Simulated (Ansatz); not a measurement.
# C6H5Cl: the cost of one run

Computed with Ansatz 0.2.0 (the levels named in each step, unless a step's input says otherwise).

**1. The starting structure**

Bond lengths: Cl1–C2 1.731 Å, C2–C3 1.385 Å, C3–C4 1.384 Å, C4–C5 1.385 Å, C5–C6 1.385 Å, C2–C7 1.385 Å, C6–C7 1.384 Å, C3–H8 1.079 Å, C4–H9 1.080 Å, C5–H10 1.079 Å, C6–H11 1.080 Å, C7–H12 1.079 Å. Angles (14 of 18 angles, heavy atoms first): Cl1–C2–C3 119.5°, Cl1–C2–C7 119.5°, C3–C2–C7 121.0°, C2–C3–C4 119.2°, C3–C4–C5 120.4°, C4–C5–C6 119.9°, C5–C6–C7 120.4°, C2–C7–C6 119.2°, C2–C3–H8 120.0°, C4–C3–H8 120.8°, C3–C4–H9 119.5°, C5–C4–H9 120.2°, C4–C5–H10 120.1°, C6–C5–H10 120.0°.

Coordinates:

```xyz
12

Cl    2.1447    0.1514    0.0015
C     0.4180    0.0294    0.0025
C    -0.3471    1.1843    0.0166
C    -1.7272    1.0796    0.0140
C    -2.3345   -0.1647   -0.0048
C    -1.5585   -1.3115   -0.0179
C    -0.1773   -1.2213   -0.0172
H     0.1340    2.1498    0.0312
H    -2.3279    1.9765    0.0254
H    -3.4112   -0.2409   -0.0081
H    -2.0273   -2.2838   -0.0306
H     0.4346   -2.1096   -0.0305
```

**2. A rough first relaxation, PBE-D4/def2-SVP**

This run stands in another session on the same molecule. It ended at:

```xyz
12

Cl    2.1783    0.1537    0.0035
C     0.4360    0.0308    0.0008
C    -0.3392    1.2017    0.0164
C    -1.7380    1.0942    0.0139
C    -2.3561   -0.1663   -0.0039
C    -1.5671   -1.3274   -0.0194
C    -0.1671   -1.2374   -0.0172
H     0.1568    2.1824    0.0303
H    -2.3487    2.0099    0.0261
H    -3.4535   -0.2437   -0.0058
H    -2.0431   -2.3198   -0.0335
H     0.4618   -2.1388   -0.0293
```

**3. Relaxation, HF/STO-3G**

Contents of input.yaml:

```yaml
crystal:
  periodic: [false, false, false]
  atoms:
    - { symbol: Cl, position_ang: [2.17833637, 0.15370585, 0.00352557] }
    - { symbol: C, position_ang: [0.43603997, 0.03075855, 0.00075485] }
    - { symbol: C, position_ang: [-0.33923483, 1.20168814, 0.01640331] }
    - { symbol: C, position_ang: [-1.7380208, 1.09416545, 0.01394959] }
    - { symbol: C, position_ang: [-2.35613121, -0.16627828, -0.00392012] }
    - { symbol: C, position_ang: [-1.56707591, -1.3274184, -0.0194244] }
    - { symbol: C, position_ang: [-0.16705268, -1.23743833, -0.0172152] }
    - { symbol: H, position_ang: [0.15678311, 2.18241713, 0.03026442] }
    - { symbol: H, position_ang: [-2.34869466, 2.00985976, 0.02614505] }
    - { symbol: H, position_ang: [-3.45351831, -0.24372558, -0.00575321] }
    - { symbol: H, position_ang: [-2.04305183, -2.31979675, -0.0335173] }
    - { symbol: H, position_ang: [0.46182078, -2.13878756, -0.02930258] }
basis:
  gaussian: { orbitals: STO-3G }
hamiltonian:
  xc: hf
relax:
  f_tol: 0.002
  max_steps: 150
```

Started as:

```
> ansatz run input.yaml --threads 4 --pin off --max-ram 10240MiB --backend cpu --events-out ev --progress --plain --runs-dir out
```

**Question.** How long does this run take on 4 threads of Arm Neoverse V2, shared host, and how much memory does it need?

About 2.7 s, with a peak of 0.1 GiB.
